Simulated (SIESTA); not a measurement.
HoAgGe:

```xyz
9
Lattice="7.0862 0.0000 0.0000 -3.5431 6.1368 0.0000 0.0000 0.0000 4.1864" Properties=species:S:1:pos:R:3 pbc="T T T"
Ho   -2.0649    3.5765    0.0000
Ho    1.4782    2.5603    0.0000
Ho    4.1298    0.0000    0.0000
Ag    0.0000    0.0000    0.0000
Ag    3.5431    2.0456    2.0932
Ag    0.0000    4.0912    2.0932
Ge   -0.8712    1.5090    2.0932
Ge    2.6719    4.6278    2.0932
Ge    1.7425    0.0000    2.0932
```

```yaml
Program: SIESTA 5.4.2
Task: single point
Functional: PBE
Potentials_or_basis: PseudoDojo 0.4 standard with PseudoDojo 3+ lanthanides (4f in the core) (PBE files)
Basis: DZP (energy shift 0.003 Ry; two zetas on semicore shells)
Grid_cutoff: 800 Ry
Energy_shift: 0.003 Ry
k_mesh: 5 × 5 × 7
Occupations: fermi-dirac, width 0.05 eV
Spin: collinear spin, ferromagnetic start
Starting_moments: "[4.0, 4.0, 4.0, 0.0, 0.0, 0.0, 0.0, 0.0, 0.0] μB"
```

On this cell: pressure 4.5 GPa; largest force 0.734 eV/Å; net moment 0.00 μB per cell; band gap on the k mesh none (metal or under the smearing width).

The same run follows on a disturbed copy (atoms moved at random, drawn with an rms of 0.05 Å):

```
Ho Ag Ge
1.0
     7.08620    0.00000    0.00000
    -3.54310    6.13683    0.00000
     0.00000    0.00000    4.18640
Ho Ag Ge
3 3 3
Direct
  0.99912 0.58171 0.00542
  0.41389 0.41530 0.00783
  0.58896 0.01012 0.00834
  0.00195 0.00122 0.99135
  0.66642 0.32766 0.49721
  0.33240 0.66089 0.50500
  0.00550 0.25336 0.50167
  0.75369 0.76022 0.50480
  0.24653 0.99767 0.49606
```

What does the disturbed cell give?

The energy (extrapolated to zero smearing) moves by +4.7 meV/atom; pressure 4.6 GPa; largest force 0.895 eV/Å; net moment 0.00 μB per cell; band gap on the k mesh none (metal or under the smearing width).

Forces in eV/Å, atoms in the order of the input:
```
Ho  -0.145  0.343 -0.074
Ho   0.141 -0.071 -0.114
Ho   0.218 -0.578 -0.155
Ag  -0.033 -0.045  0.277
Ag  -0.231  0.459  0.240
Ag  -0.030  0.485  0.050
Ge  -0.359  0.307 -0.072
Ge  -0.255 -0.842 -0.160
Ge   0.694 -0.057  0.007
```

Stress tensor (GPa, compression positive):
```
 4.96  0.15 -0.01
 0.15  5.17  0.10
-0.01  0.10  3.53
```

Caveats: the magnetic or orbital state may not be the lowest; short orbitals over semicore shells can move pressures by several GPa; spin-orbit coupling is left out, which moves the levels of the heavy elements; the 4f electrons are frozen in the core as for a trivalent ion, so they carry no moment and show no levels; the basis of atomic orbitals isn't converged, which shifts pressures, moduli and gaps.
